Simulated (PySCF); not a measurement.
# C3H3F3O (CF3C(O)CH3): the cost of one run

Computed with PySCF 2.14.0, with density-fitted response routines of our own, on a single molecule, in the gas phase or a continuum. Atoms count from 0, in the outputs and in this text.

## (1) The molecule as given

10 atoms, charge 0, multiplicity 1; geometry from: GFN2-xTB. The atoms were then displaced at random by about 0.01 Å, so the start is not that level's minimum.

Bonds of the start (Å): C0–C1 1.50, C1–O2 1.19, C1–C3 1.53, C3–F4 1.35, C3–F5 1.36, C3–F6 1.35, C0–H7 1.09, C0–H8 1.05, C0–H9 1.11.

## (2) Optimising the geometry at PBE0-D3(BJ)/def2-TZVP

The job: settings as JSON, then the geometry in Å.

```
{"job": {"xc": "PBE0", "basis": "def2-TZVP", "d3": "d3bj", "grid": 2, "shake": 0.01, "kind": "geom"}, "charge": 0, "multiplicity": 1}
C      1.251160     0.181410    -0.374920
C      0.163890     0.199870     0.663750
O      0.257980     0.508620     1.805750
C     -1.177440    -0.265480     0.098890
F     -1.124780    -1.517040    -0.411440
F     -2.174730    -0.267840     1.017810
F     -1.603890     0.523900    -0.903950
H      2.188780     0.547510     0.039040
H      1.338450    -0.791730    -0.768570
H      0.931020     0.859850    -1.187410
```

Run with:

```
$ OMP_NUM_THREADS=1 python probes_run.py task.json out
```

The driver reads the jobs from task.json and runs them one after another.

**Question.** How long does this first job take on 1 thread of Arm Neoverse V1, shared host, and how much memory does it need?

About 2.3 min, with a peak of 1.1 GiB.
